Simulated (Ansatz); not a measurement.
# C₆H₃B: one species, many methods

The task here is to estimate one member of a computed series from the others.

Computed with Ansatz 0.2.0, Gaussian basis. Level: functionals in def2-TZVPP, the program's frozen cores in correlated methods.

The runs, in order: LDA (SPW92), PBE-D4, revPBE-D4, BLYP-D4, r2SCAN-D4, B97M-V, PBE0-D4, B3LYP-D4, r2SCANh-D4, r2SCAN0-D4, HSE06-D4, BHLYP-D4, CAM-B3LYP-D4, LC-ωPBE, ωB97X-V, ωB97M-V, B2PLYP, PBE-QIDH; CCSD(T)/def2-SVP; CCSD(T)/def2-TZVPP; MP2/def2-QZVPP; extrapolation to the limit; RPA on PBE.

## Structure used throughout

An earlier PBE0-D4 in a triple-zeta def2 set relaxation fixed the geometry.

SMILES `C#CB(C#C)C#C`, 10 atoms, charge 0, spin multiplicity 1.

Atoms are counted from 1 here; the program's logs count them from 0.

Bond lengths: C1–C2 1.207 Å, C1–H8 1.066 Å, C2–B3 1.514 Å, B3–C4 1.514 Å, B3–C6 1.514 Å, C4–C5 1.207 Å, C5–H9 1.066 Å, C6–C7 1.207 Å, C7–H10 1.066 Å. Angles: C2–C1–H8 180.0°, C1–C2–B3 180.0°, C2–B3–C4 120.0°, C2–B3–C6 120.0°, C4–B3–C6 120.0°, B3–C4–C5 180.0°, C4–C5–H9 180.0°, B3–C6–C7 180.0°, C6–C7–H10 180.0°.

The first run:

Contents of in.yaml:

```yaml
crystal:
  periodic: [false, false, false]
  atoms:
    - {symbol: C, position_ang: [0.128752, -2.602743, 0.802223]}
    - {symbol: C, position_ang: [0.074888, -1.450539, 0.446364]}
    - {symbol: B, position_ang: [0.007908, -0.005407, 0.000095]}
    - {symbol: C, position_ang: [-1.278843, 0.776731, 0.156887]}
    - {symbol: C, position_ang: [-2.304537, 1.400758, 0.282000]}
    - {symbol: C, position_ang: [1.228027, 0.657844, -0.602784]}
    - {symbol: C, position_ang: [2.200917, 1.186711, -1.083296]}
    - {symbol: H, position_ang: [0.176227, -3.619994, 1.116536]}
    - {symbol: H, position_ang: [-3.210118, 1.951710, 0.392536]}
    - {symbol: H, position_ang: [3.059880, 1.653730, -1.507462]}
basis:
  gaussian: {orbitals: def2-TZVPP}
hamiltonian: {xc: lda}
output: {orbitals: {seedname: orbitals}}
```

Steps of the session up to this table: LDA; PBE-D4 (GGA); revPBE-D4 (GGA); BLYP-D4 (GGA); r2SCAN-D4 (meta-GGA); B97M-V (meta-GGA); PBE0-D4 (hybrid); B3LYP-D4 (hybrid); r2SCANh-D4 (hybrid); r2SCAN0-D4 (hybrid); HSE06-D4 (hybrid); BHLYP-D4 (hybrid); CAM-B3LYP-D4 (range-separated); LC-ωPBE-D4 (range-separated; the results give it without D4); ωB97X-V (range-separated); ωB97M-V (range-separated); B2PLYP (double hybrid); PBE-QIDH (double hybrid).

One of the session's tables, all rows but one given; the rest of the session is left out.

It belongs to the step «Orbital energies across the functionals». 

```
  functional  HOMO (eV)  LUMO (eV)  gap (eV)
 LDA (SPW92)      -7.04      -3.90      3.14
      PBE-D4      -6.85      -3.64      3.21
   revPBE-D4      -6.78      -3.54      3.24
     BLYP-D4      -6.66      -3.45      3.22
   r2SCAN-D4      -7.07      -3.47      3.60
      B97M-V          ?          ?         ?
     PBE0-D4      -8.07      -2.86      5.21
    B3LYP-D4      -7.80      -2.99      4.81
  r2SCANh-D4      -7.53      -3.19      4.34
  r2SCAN0-D4      -8.22      -2.76      5.46
    HSE06-D4      -7.67      -3.23      4.44
    BHLYP-D4      -9.10      -1.86      7.25
CAM-B3LYP-D4      -9.42      -1.80      7.62
     LC-ωPBE     -10.90      -0.80     10.10
     ωB97X-V     -10.45      -0.80      9.64
     ωB97M-V     -10.32      -0.90      9.42
```

Estimate the missing values for B97M-V.

**Answer.** HOMO (eV): -7.05; LUMO (eV): -3.33; gap (eV): 3.72. In the column «HOMO (eV)» it lies between r2SCAN-D4 (-7.07) and LDA (SPW92) (-7.04).
